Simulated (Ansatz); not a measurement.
# SnSe2 in Ansatz: reference runs

Reference runs on SnSe2: the cell as given.

Program: Ansatz 0.2.0. These are calculated values, not measurements. Logs are shortened: lines on timing, memory, paths and dates and some standing lists are left out, and cuts for length are marked.

## 1. The cell of the first run

The cell holds a slab with vacuum, 6 atoms: a = 3.811 Å, b = 3.811 Å, c = 24.206 Å, α = 90.00°, β = 90.00°, γ = 120.00°.

## 2. Single point, PBE (the (0 0 1) slab of SnSe2, cut from the database cell, not relaxed)

The input, input.yaml:

```yaml
crystal:
  lattice:
    - [3.8109987816, 0.0, 0.0]
    - [-1.9054993908, 3.3004217586, 0.0]
    - [0.0, 0.0, 24.2055]
  atoms:
    - { symbol: Se, position: [0.6666666667, 0.3333333334, 0.3098469356] }
    - { symbol: Sn, position: [0.0, 0.0, 0.3732312904] }
    - { symbol: Se, position: [0.3333333333, 0.6666666666, 0.4366156452] }
    - { symbol: Se, position: [0.6666666667, 0.3333333334, 0.5633843548] }
    - { symbol: Sn, position: [0.0, 0.0, 0.6267687096] }
    - { symbol: Se, position: [0.3333333333, 0.6666666666, 0.6901530644] }
hamiltonian:
  xc: pbe
  pseudopotentials: { kind: paw }
kpoints:
  mp_grid: { grid: [8, 8, 1] }
scf:
  occupations: { method: fermi_dirac, width: 0.05 }
output:
  forces: true
  eigenvalues: true
  write_density: true
  write_potential: true
  elf: true
  volumetric_format: npy
efield:
  axis: 3
  dipole_correction: true
  ramp_width: 0.04
```

Potentials or basis: Ansatz PAW.

The run is started by

```console
$ ansatz run input.yaml --threads 4 --pin off --max-ram 11264MiB --backend cpu --events-out ev --progress --plain --runs-dir out
```

Output:

```text
Warning: RAYON_NUM_THREADS=4 ignored (pool sized by the plan → 4); use --threads N
Engine: ansatz 0.2.0, aarch64-unknown-linux-gnu
Pseudopotentials: kind: paw
Pseudopotential: Se, paw, valence charge 16, recommended cutoff 420 eV (normal), Se.paw.azcp
Pseudopotential: Sn, paw, valence charge 14, recommended cutoff 420 eV (normal), Sn.paw.azcp
Functional definition: PBE
  parameter kappa = 0.804
  parameter beta = 0.06672455060314922
  exchange = pbe_x(kappa = kappa, mu = beta*pi^2/3)
  correlation = pbe_c(beta = beta)
Crystal: 6 atoms, lattice volume = 304.454 Å³
Basis set: ecut = 420 eV, 5937 PW (Γ), exchange–correlation on 54×54×324 points (8 copies of the dense FFT grid, shifted against one another)
Bands: 56, of which v1, the nominal top of the filled ones, is band 46 counted from 1 (45 counted from 0)
Symmetry: 6 space group operations
k-points: 10 of 64 (time reversal used)
Non-local potential: Se, projectors of the file, l = 0: 2, l = 1: 2, l = 2: 3, l = 3: 1
Non-local potential: Sn, projectors of the file, l = 0: 2, l = 1: 2, l = 2: 2, l = 3: 2
PAW form: soft (Blöchl's): semilocal exchange-correlation on the pseudo side does not see the compensation charge
PAW one-centre angular grid: Se, 590 points (default); XC on 64 Gauss nodes
PAW one-centre angular grid: Sn, 590 points (default); XC on 64 Gauss nodes
Initial density: superposition of atomic densities (neutral atoms: chi_scale 0, normalization atom), corrected by the library's trained network
Initial wavefunctions: pseudopotential atomic-orbital guess
Functional: x = pbe(κ = 0.804, μ = 0.2195149727645171), c = pbe(β = 0.06672455060314922)
SCF iter   1: F=—  HF=-33926.596694 eV  |F-HF|=—  |Δ(HF+E_count)|=         —  Δρ=1.16e-3  dr2=2.62e-2  ethr=1.77e-3  p=0.000 e·Å  D=1.53e-13 V/Å  ΔV_dip=-0.00 eV  dr2_dipole=9.58e-9  V_vac-E_F(+/−)=5.49/5.49 eV  ⟨swp⟩=8.3  Hψ=2311  notcnv=0  defer=8
efield: sawtooth ramp at fractional position 0.9800 (placed from the atoms, in the widest stretch of the axis that holds none; the zero of the levels goes with the place), width 0.0400; the density the first Hamiltonian is built on has a dipole p = 0.000 e·Å; the dipole correction subtracts the counter field D = 1.53e-13 V/Å, which shifts the + side's vacuum level by -0.00 eV against the − side's; the planar-averaged density in the ramp window peaks in size at 2.1e-5 e/Å³
preconditioner: auto → Resta (q_TF=auto, 2.235 Å⁻¹)  ε∞=1.9  [insulator: Δε(μ)=0.878 eV  Ē_g=16.103 eV  σ=0.050 eV  W_gap=1.00  n_scr=70 (ndim 8)  ℏωp=15.3 eV  f_vac=0.501  D(μ)=0.00/eV (n_scr^D=0)  ε∞_Penn≈1.9  vacuum switching on, ρ_ref=1.9e-2 e/Å³]
SCF iter   2: F=—  HF=-33926.598456 eV  |F-HF|=—  |Δ(HF+E_count)|=   1.76e-3  Δρ=1.35e-3  dr2=4.84e-2  ethr=2.85e-5  p=0.000 e·Å  D=2.89e-5 V/Å  ΔV_dip=-0.00 eV  dr2_dipole=1.02e-7  V_vac-E_F(+/−)=5.69/5.69 eV  ⟨swp⟩=3.5  Hψ=1159  notcnv=0  defer=32
SCF iter   3: F=—  HF=-33926.593506 eV  |F-HF|=—  |Δ(HF+E_count)|=   4.95e-3  Δρ=4.18e-4  dr2=1.37e-3  ethr=2.85e-5  p=-0.000 e·Å  D=-1.38e-5 V/Å  ΔV_dip=0.00 eV  dr2_dipole=1.48e-8  V_vac-E_F(+/−)=5.57/5.57 eV  ⟨swp⟩=2.0  Hψ=668  notcnv=0  defer=32
SCF iter   4: F=—  HF=-33926.593722 eV  |F-HF|=—  |Δ(HF+E_count)|=   2.16e-4  Δρ=1.88e-4  dr2=6.22e-5  ethr=1.49e-6  p=0.000 e·Å  D=1.80e-5 V/Å  ΔV_dip=-0.00 eV  dr2_dipole=2.78e-8  V_vac-E_F(+/−)=5.58/5.58 eV  ⟨swp⟩=2.1  Hψ=650  notcnv=0  defer=32
SCF iter   5: F=—  HF=-33926.593896 eV  |F-HF|=—  |Δ(HF+E_count)|=   1.74e-4  Δρ=5.97e-5  dr2=6.58e-6  ethr=6.76e-8  p=-0.000 e·Å  D=-4.57e-5 V/Å  ΔV_dip=0.00 eV  dr2_dipole=2.10e-7  V_vac-E_F(+/−)=5.58/5.58 eV  ⟨swp⟩=2.0  Hψ=794  notcnv=0  defer=32
SCF iter   6: F=—  HF=-33926.593903 eV  |F-HF|=—  |Δ(HF+E_count)|=   7.15e-6  Δρ=2.58e-5  dr2=1.17e-5  ethr=7.15e-9  p=0.000 e·Å  D=2.67e-4 V/Å  ΔV_dip=-0.01 eV  dr2_dipole=7.08e-6  V_vac-E_F(+/−)=5.58/5.58 eV  ⟨swp⟩=2.1  Hψ=790  notcnv=0  defer=32  recentre
SCF iter   7: F=—  HF=-33926.593901 eV  |F-HF|=—  |Δ(HF+E_count)|=   1.53e-6  Δρ=1.40e-5  dr2=4.71e-6  ethr=7.15e-9  p=-0.000 e·Å  D=-1.78e-4 V/Å  ΔV_dip=0.00 eV  dr2_dipole=3.14e-6  V_vac-E_F(+/−)=5.58/5.58 eV  ⟨swp⟩=2.8  Hψ=903  notcnv=0  defer=32
iter 8 met the thresholds in force, and the SCF goes on: an eigenvalue changes by 12.00 meV, over its tolerance of 10.00 meV (output.eigenvalues, Limitations)
SCF iter   8: F=-33926.593901 eV  HF=-33926.593901 eV  |F-HF|=2.51e-7  |Δ(HF+E_count)|=   8.64e-7  Δρ=4.96e-6  dr2=5.38e-8  ethr=1.09e-10  p=0.000 e·Å  D=2.81e-6 V/Å  ΔV_dip=-0.00 eV  dr2_dipole=7.62e-10  V_vac-E_F(+/−)=5.58/5.58 eV  ⟨swp⟩=17.2  Hψ=4405  notcnv=0
SCF iter   9: F=-33926.593901 eV  HF=-33926.593901 eV  |F-HF|=3.23e-9  |Δ(HF+E_count)|=   2.68e-7  Δρ=1.69e-6  dr2=9.69e-9  ethr=5.85e-11  p=-0.000 e·Å  D=-9.21e-8 V/Å  ΔV_dip=0.00 eV  dr2_dipole=8.06e-15  V_vac-E_F(+/−)=5.58/5.58 eV  ⟨swp⟩=10.1  Hψ=3709  notcnv=0
SCF 1 converged in 9 iterations: F = -33926.593901 eV  dr2 = 9.69e-9
SCF converged after 9 iterations
an eigenvalue changed by more than its tolerance at an iteration that met the thresholds in force, so the SCF went on 1 time: the last check found none over its tolerance
Free energy (F): -33926.593901 eV
Harris-Foulkes:  -33926.593901 eV  (|F-HF|=3.23e-9)
Internal energy: -33926.593873 eV  (E = F + TS)
E sigma→0 (E₀):  -33926.593887 eV
Entropy (-TS):   -0.000028 eV (-0.005 meV/atom)
Fermi energy:    1.539232 eV
Dipole field:    D = -0.000000 V/Å  (p = -0.000000 e·Å, saw-weighted, corrected)
Work function:   Φ+ = 5.5800 eV   Φ− = 5.5800 eV
Levels:          The Fermi level and band energies are counted from a zero that moves with the ramp; work functions are not
--- Per-component energies (eV) ---
  E_band       = -2351.226684
  E_kinetic    = 852.626964
  E_local      = -78575.782580  (includes V_loc(G=0)·N_el)
  E_nonlocal   = -2444.998680
  E_hartree    = 39125.380542
  E_xc         = -1180.528751
  E_vxc        = -583.834763  (∫ρ·V_xc dr)
  E_paw        = -15927.791218  (= ΣΔE_a)
  E_vpaw       = 150.002959  (= ΣTr[D̂ρ^β])
  E_aug_tail   = -0.002449  (compensation charges beyond the density's cutoff)
  E_efield     = 0.000000  (sawtooth field / dipole correction)
  E_vefield    = 0.000000  (∫n·V_field dr)
  E_ewald      = 24224.502299
  E_smearing   = -0.000028  (= −TS)
  E_closure    = -0.000000  (closes the sum)
  Σ components = -33926.593901   (vs F -33926.593901, Δ=0.00e0)
--- Forces (eV/Å), atoms counted from 1 ---
  atom   1  Se    -0.00000000     0.00000000    -0.79994551
  atom   2  Sn     0.00000000    -0.00000000    -0.03643995
  atom   3  Se     0.00000000    -0.00000000     0.72342766
  atom   4  Se    -0.00000000     0.00000000    -0.72342248
  atom   5  Sn     0.00000000     0.00000000     0.03643258
  atom   6  Se     0.00000000    -0.00000000     0.79994954
  max |Σ_I F_I| component: 1.84e-6 eV/Å
--- Band table (eV; the first three rows and the last of 10) ---
  k-point 0: bands = ["-45.6055", "-45.6055", "-45.6055", "-45.6055", "-45.5830", "-45.5830", "-45.5830", "-45.5830", "-45.5709", "-45.5709", "-45.5707", "-45.5707", "-45.5575", "-45.5575", "-45.5441", "-45.5441", "-45.5441", "-45.5441", "-45.5293", "-45.5293", "-20.0766", "-20.0766", "-20.0765", "-20.0765", "-20.0371", "-20.0370", "-20.0235", "-20.0235", "-20.0235", "-20.0235", "-12.7349", "-12.6443", "-11.2636", "-11.0934", "-4.6591", "-4.1913", "-0.4232", "0.4489", "0.4489", "0.5001", "0.5001", "0.5530", "0.8684", "0.8684", "0.9425", "0.9425", "2.5660", "3.2861", "4.1324", "4.1611", "5.6458", "5.6458", "5.7831", "5.7831", "6.6597", "6.7861"]
  k-point 1: bands = ["-45.6055", "-45.6055", "-45.6054", "-45.6054", "-45.5830", "-45.5830", "-45.5829", "-45.5829", "-45.5709", "-45.5709", "-45.5707", "-45.5707", "-45.5575", "-45.5574", "-45.5441", "-45.5441", "-45.5441", "-45.5441", "-45.5292", "-45.5292", "-20.0842", "-20.0842", "-20.0711", "-20.0710", "-20.0329", "-20.0329", "-20.0269", "-20.0268", "-20.0226", "-20.0226", "-12.5794", "-12.4899", "-11.1522", "-10.9893", "-4.6697", "-4.3012", "-0.9048", "-0.6606", "-0.2608", "-0.0390", "0.0337", "0.1184", "0.2115", "0.7509", "0.9672", "1.0708", "3.3647", "3.5553", "4.8105", "4.9516", "5.6791", "5.9171", "6.0177", "6.1709", "6.9175", "7.0753"]
  k-point 2: bands = ["-45.6055", "-45.6055", "-45.6052", "-45.6052", "-45.5830", "-45.5830", "-45.5827", "-45.5827", "-45.5710", "-45.5709", "-45.5708", "-45.5707", "-45.5574", "-45.5573", "-45.5442", "-45.5442", "-45.5441", "-45.5441", "-45.5291", "-45.5291", "-20.1050", "-20.1049", "-20.0609", "-20.0609", "-20.0370", "-20.0369", "-20.0186", "-20.0185", "-20.0172", "-20.0171", "-12.1376", "-12.0528", "-10.8774", "-10.7407", "-4.9368", "-4.7944", "-2.3810", "-2.0737", "-1.0744", "-0.7471", "-0.7323", "-0.6486", "0.0438", "0.7470", "0.8599", "1.0159", "2.8910", "3.1971", "5.1918", "5.5137", "6.6355", "6.6541", "6.8798", "6.8970", "7.5162", "7.6974"]
  k-point 9: bands = ["-45.6053", "-45.6052", "-45.6051", "-45.6050", "-45.5828", "-45.5827", "-45.5825", "-45.5825", "-45.5711", "-45.5709", "-45.5709", "-45.5707", "-45.5572", "-45.5571", "-45.5442", "-45.5442", "-45.5442", "-45.5442", "-45.5289", "-45.5289", "-20.1105", "-20.1104", "-20.0826", "-20.0825", "-20.0303", "-20.0303", "-20.0143", "-20.0142", "-20.0030", "-20.0030", "-10.8129", "-10.7818", "-10.5751", "-10.5634", "-6.1975", "-6.1779", "-3.0961", "-2.8565", "-2.7343", "-2.5074", "-2.0590", "-1.8972", "-0.1697", "0.1275", "0.4317", "0.6497", "2.9047", "3.3380", "6.2103", "6.3589", "6.8758", "7.2469", "7.6121", "7.8875", "8.1078", "8.5566"]
```

Wall time 7.3 s (4 threads of Arm Neoverse V1, shared host); peak memory 0.72 GiB.

What came out:

```yaml
Free_energy: -33926.5939 eV
Largest_force: 0.800 eV/Å
Band_gap_on_the_k_mesh: 0.88 eV, indirect (least direct gap 1.14 eV)
Work_function_of_the_upper_face: 5.58 eV
Work_function_of_the_lower_face: 5.58 eV
Dipole_across_the_slab: 0.000 e·Å
```

Forces in eV/Å, atoms in the order of the input:
```
Se   0.000  0.000 -0.800
Sn   0.000  0.000 -0.036
Se   0.000  0.000  0.723
Se   0.000  0.000 -0.723
Sn   0.000  0.000  0.036
Se   0.000  0.000  0.800
```

Caveat: spin-orbit coupling is left out, which moves the levels of the heavy elements; the cell's inner coordinates are idealised or old, which leaves forces on the atoms.
